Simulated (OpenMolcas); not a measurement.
**Mo⁵⁺ among point charges: CASSCF and CASPT2 levels and susceptibility**

How does a field of 6 point charges split the states of Mo⁵⁺, and what χT follows?

Method: state-averaged CASSCF and CASPT2, spin-orbit coupling by RASSI with atomic mean-field integrals. Code: OpenMolcas 26.06.

### 1 The atom as given

| Item | Value |
| --- | --- |
| Species | Mo⁵⁺ (molybdenum, Z = 42, 37 electrons) |
| Basis | ANO-RCC-VDZP [6s5p3d1f], 43 functions |
| Scalar Hamiltonian | DKH2, point nucleus |
| Inactive shells | 1s 2s 2p 3s 3p 3d 4s 4p |
| Active space | 1 electron in 5 orbitals (4d) |
| Some configurations of this space | 4d |
| Orbitals | optimised for each spin and parity, averaged over all roots |

Outer shells as boxes (Hund's rule):

4d
```
4d [↑ ][  ][  ][  ][  ]
```

The ion sits among 6 point charges of -1.2 e arranged as a trigonal prism (D3h), 2.05 Å from the ion, with a polar angle of 44.7° against the regular 49.1°.

Each step is its own input file, run in one work folder so that later steps find the files of earlier ones. Labels, J, g values, rates, χT and fits are worked out afterwards by a script from the matrices that RASSI stores.

### 2 Basis and integrals

a.inp

```
&GATEWAY
Coord
1

Mo 0.0 0.0 0.0
Basis=ANO-RCC-VDZP
Group=NoSym
NoMove
AngMom=0.0 0.0 0.0
AMFI
XField
6 Angstrom 0
1.441476 0.000000 1.457617 -1.200000
-0.720738 1.248355 1.457617 -1.200000
-0.720738 -1.248355 1.457617 -1.200000
1.441476 0.000000 -1.457617 -1.200000
-0.720738 1.248355 -1.457617 -1.200000
-0.720738 -1.248355 -1.457617 -1.200000
&SEWARD
```

Launch:

```bash
> OMP_NUM_THREADS=1 MOLCAS_MEM=1689 MOLCAS_PROJECT=a pymolcas a.inp > a.log
```

The log of the run:

```text
Basis set label: MO.ANO-RCC...6S5P3D1F.

      Electronic valence basis set:
      ------------------
      Associated Effective Charge  42.000000 au
      Associated Actual Charge     42.000000 au
      Nuclear Model: Point charge

      Shell  nPrim  nBasis  Cartesian Spherical Contaminant
         s      21       6        X
         p      18       5        X
         d      13       3                 X
         f       6       1                 X
                  Relativistic Douglas-Kroll-Hess integrals:
                    - DKH order of Hamiltonian: 2
                    - DKH order of Properties : 0
                  Atomic mean-field integrals
```

### 3 Reference wave functions, doublets, 5 roots

a.inp

```
&RASSCF
FileOrb=start.orb
Symmetry=1
Spin=2
nActEl=1 0 0
Inactive=18
Ras2=5
CIRoot=5 5 1
SDav=5
CIMx=300
Iter=120 100
PrWF=0.3
OrbListing=Nothing
MaxOrb=0
>>> COPY $Project.JobIph JOB001
```

start.orb holds the contracted functions of the basis, ordered by shell, or the orbitals of the step before.

The log of the run, cut to the lines that bear on the results:

```text
[...]
      Number of active orbitals                  5
[...]
      Spin quantum number                      0.5
[...]
      Active orbitals                            5
[...]
      Number of CSFs                             5
      Number of root(s) required                 5
[...]
      Convergence after  7 iterations
[...]
      Natural orbitals and occupation numbers for root  1
      sym 1:   1.000000   0.000000   0.000000  -0.000000   0.000000
      Natural orbitals and occupation numbers for root  2
      sym 1:   0.000000   0.000000   0.000000  -0.000000   1.000000
      Natural orbitals and occupation numbers for root  3
      sym 1:   0.000000   0.000000   1.000000   0.000000  -0.000000
::    RASSCF root number  1 Total energy:  -4049.85504211
::    RASSCF root number  2 Total energy:  -4049.85504211
::    RASSCF root number  3 Total energy:  -4049.82345361
::    RASSCF root number  4 Total energy:  -4049.81607287
::    RASSCF root number  5 Total energy:  -4049.81607287
```

### 4 State interaction with spin-orbit coupling

a.inp

```
&RASSI
NrOfJobIphs=1 5
1 2 3 4 5
IphNames
JOB001
EJob
SpinOrbit
DIPRint=1.0
SOCoupling=1000.0
Subsets=2
Property=9
'ANGMOM' 1 'ANGMOM' 2 'ANGMOM' 3 'MLTPL  1' 1 'MLTPL  1' 2 'MLTPL  1' 3
'AMFI' 1 'AMFI' 2 'AMFI' 3
SOProperty=3
'ANGMOM' 1 'ANGMOM' 2 'ANGMOM' 3
```

Launch:

```bash
> OMP_NUM_THREADS=1 MOLCAS_MEM=1689 MOLCAS_PROJECT=a pymolcas a.inp > a.log
```

The log of the run, cut to the lines that bear on the results:

```text
SPIN-FREE ENERGIES:
  (Shifted by EMIN (a.u.) =      -4049.8550421062)
 SF State       Relative EMIN(au)   Rel lowest level(eV)    D:o, cm**(-1)      L_eff
     1             0.0000000000        0.0000000000              0.0000         2.0
     2             0.0000000010        0.0000000269              0.0002         2.0
     3             0.0315885005        0.8595668885           6932.8745         2.0
     4             0.0389692321        1.0604068277           8552.7579         2.0
     5             0.0389692349        1.0604069032           8552.7585         2.0
     Dipole printing threshold changed to   1.00000000E+00
[...]
Eigenvalues of complex Hamiltonian:
   -----------------------------------
  (Shifted by EMIN (a.u.) =      -4049.8550421062)
 SO State       Relative EMIN(au)   Rel lowest level(eV)    D:o, cm**(-1)     J-value
     1            -0.0050145061        0.0000000000              0.0000         1.0
     2            -0.0050145061        0.0000000000              0.0000         1.0
     3             0.0045487023        0.2602281582           2098.8816         1.2
     4             0.0045487023        0.2602281582           2098.8816         1.2
     5             0.0278463828        0.8941903410           7212.1315         1.5
     6             0.0278463828        0.8941903410           7212.1315         1.5
     7             0.0403431297        1.2342441483           9954.8504         2.4
     8             0.0403431297        1.2342441483           9954.8504         2.4
     9             0.0418032598        1.2739763123          10275.3119         2.0
    10             0.0418032598        1.2739763123          10275.3119         2.0
Weights of the five most important spin-orbit-free states for each spin-orbit state.
[...]
```

Time for these steps: 1.3 s (1 thread of Arm Neoverse V2, shared host).

Spin-free states, with their symmetry labels:

```
state  degeneracy  E (cm-1)  free-ion L (%)
   2E           2         0         D (100)
  2A1           1      6933         D (100)
   2E           2      8553         D (100)
```

With spin-orbit coupling:

| E (cm-1) | Degeneracy | Label | 2S+1 | g |
| --- | --- | --- | --- | --- |
| 0.0 | 2 | E3/2 | 2 | 0.00 0.00 2.01 |
| 2099 | 2 | E1/2 | 2 | 0.00 0.00 6.00 |
| 7212 | 2 | E1/2 | 2 | 0.84 0.84 1.40 |
| 9955 | 2 | E1/2 | 2 | 0.60 2.84 2.84 |
| 10275 | 2 | E3/2 | 2 | 0.00 0.00 3.98 |

Labels of spin-orbit levels are those of the rotation subgroup (D3 for D3h). Principal g values are given for doublets only; a zero marks a field direction without first-order Zeeman splitting.

Powder χT (cm³ K/mol): 0.13 at 2 K, 0.13 at 5 K, 0.13 at 10 K, 0.13 at 20 K, 0.14 at 50 K, 0.14 at 100 K, 0.15 at 150 K, 0.16 at 200 K, 0.17 at 250 K, 0.18 at 300 K.

Orbitals of the lowest block (energies include the constant potential of the surroundings):

```
shell     space  energy (hartree)  mean occupation  ⟨r²⟩ (bohr²)
   1s  inactive         -739.3327            2.000       0.00163
   2s  inactive         -107.7796            2.000        0.0277
   2p  inactive          -96.2344            6.000        0.0219
   3s  inactive          -20.0569            2.000         0.208
   3p  inactive          -16.1599            6.000         0.213
   3d  inactive           -9.7956           10.000         0.205
   4s  inactive           -3.3920            2.000          1.37
   4p  inactive           -2.1848            6.000          1.58
   4d      RAS2                              1.000          2.46
```

### 5 CASPT2: IPEA 0.25, imaginary shift 0.1 (closed shells correlated: 4s 4p)

a.inp

```
>>> COPY JOB001 $Project.JobIph
&CASPT2
Multistate=5 1 2 3 4 5
NoMult
Frozen=14
IPEA=0.25
Imaginary=0.1
MaxIter=60
WThr=0.0 0.3 0.05
PrWF=0.5
NoMix
```

Launch:

```bash
> OMP_NUM_THREADS=1 MOLCAS_MEM=1689 MOLCAS_PROJECT=a pymolcas a.inp > a.log
```

The log of the run:

```text
Orbital specifications:
      -----------------------

      Symmetry species                           1
                                                 a
      Frozen orbitals                           14
      Inactive orbitals                          4
      Active orbitals                            5
      Secondary orbitals                        20
      Deleted orbitals                           0
      Number of basis functions                 43
Type of calculation                        SS-CASPT2
      Fock operator                              state-specific
      IPEA shift                                 0.25
      Real shift                                 0.00
      Imaginary shift                            0.10
      The input orbitals will be transformed to quasi-canonical
Reference energy:       -4049.8550421062
      E2 (Non-variational):      -0.1660937436
      Shift correction:          -0.0000760716
      E2 (Variational):          -0.1661698151
      Total energy:           -4050.0212119213
      Residual norm:              0.0000001435
      Reference weight:           0.96656
      Contributions to the CASPT2 correlation energy
      Active & Virtual Only:          0.0000000000
      One Inactive Excited:          -0.0359098104
      Two Inactive Excited:          -0.1301839332
Reference energy:       -4049.8550421052
      E2 (Non-variational):      -0.1666705237
      Shift correction:          -0.0000771927
      E2 (Variational):          -0.1667477164
      Total energy:           -4050.0217898216
      Residual norm:              0.0000001465
      Reference weight:           0.96629
      Contributions to the CASPT2 correlation energy
      Active & Virtual Only:          0.0000000000
      One Inactive Excited:          -0.0364727177
      Two Inactive Excited:          -0.1301978060
::    CASPT2 Root  1     Total energy:  -4050.02121192
::    CASPT2 Root  2     Total energy:  -4050.02178982
::    CASPT2 Root  3     Total energy:  -4049.99001379
::    CASPT2 Root  4     Total energy:  -4049.98238720
::    CASPT2 Root  5     Total energy:  -4049.98238681
```

This run: 0.5 s of run time, 1 thread of Arm Neoverse V2, shared host.

SS-CASPT2: lowest energy less the reference's lowest, -0.1665 hartree; reference weights 0.966 to 0.967.

States without spin-orbit coupling:

```
state  degeneracy  E (cm-1)  free-ion L (%)
   2E           2         0         D (100)
  2A1           1      6911         D (100)
   2E           2      8585         D (100)
```

With spin-orbit coupling:

| E (cm-1) | Degeneracy | Label | 2S+1 | g |
| --- | --- | --- | --- | --- |
| 0 | 2 | E3/2 | 2 | 0.00 0.00 2.01 |
| 2100 | 2 | E1/2 | 2 | 0.00 0.00 6.00 |
| 7210 | 2 | E1/2 | 2 | 0.80 0.80 1.42 |
| 9970 | 2 | E1/2 | 2 | 0.58 2.80 2.80 |
| 10310 | 2 | E3/2 | 2 | 0.00 0.00 3.98 |

Powder χT (cm³ K/mol): 0.13 at 2 K, 0.13 at 5 K, 0.13 at 10 K, 0.13 at 20 K, 0.14 at 50 K, 0.14 at 100 K, 0.15 at 150 K, 0.16 at 200 K, 0.17 at 250 K, 0.18 at 300 K.

### 6 The methods side by side

A. CASSCF
B. SS-CASPT2, IPEA 0.25, imaginary shift 0.1 (closed shells correlated: 4s 4p)

```
method  ground state  first state of that spin (cm-1)  first gap with spin-orbit (cm-1)  χT at 300 K
     A            2E                         2A1 6933                            2098.9         0.18
     B            2E                         2A1 6911                            2098.6         0.18
```

### 7 Summary of results

| quantity | value |
| --- | --- |
| method | SS-CASPT2, IPEA 0.25, imaginary shift 0.1 (closed shells correlated: 4s 4p) |
| spin-free ground state | 2E, 2-fold in its orbital part |
| first state of the same spin within the active space | 2A1 at 6910 cm⁻¹ |
| lowest level | 2-fold E3/2, g = 0.00, 0.00, 2.01 |
| next level | 2098.6 cm⁻¹ |
| χT at 300 K | 0.18 cm³ K/mol |
| effective moment at 300 K | 1.19 μB |

Cost by method:

```
                                              method  time of its own steps  time with the reference
                                           A. CASSCF                  1.3 s                    1.3 s
B. SS-CASPT2, IPEA 0.25, imaginary shift 0.1, +4s 4p                  0.5 s                    1.8 s
```

Times are of one thread on a shared host.

The spin-free ground state (2E) comes to 100 % from free-ion D terms and keeps the highest spin of the shell. χT at 300 K is 0.18, against 0.38 cm³ K/mol for the spin alone, so orbital moment lowers it. CASPT2 does not keep the components of a term degenerate, and the means are used. The field of point charges can differ much from that of real complexes. Point charges carry no covalency, so the field is a model and not that of real ligands.
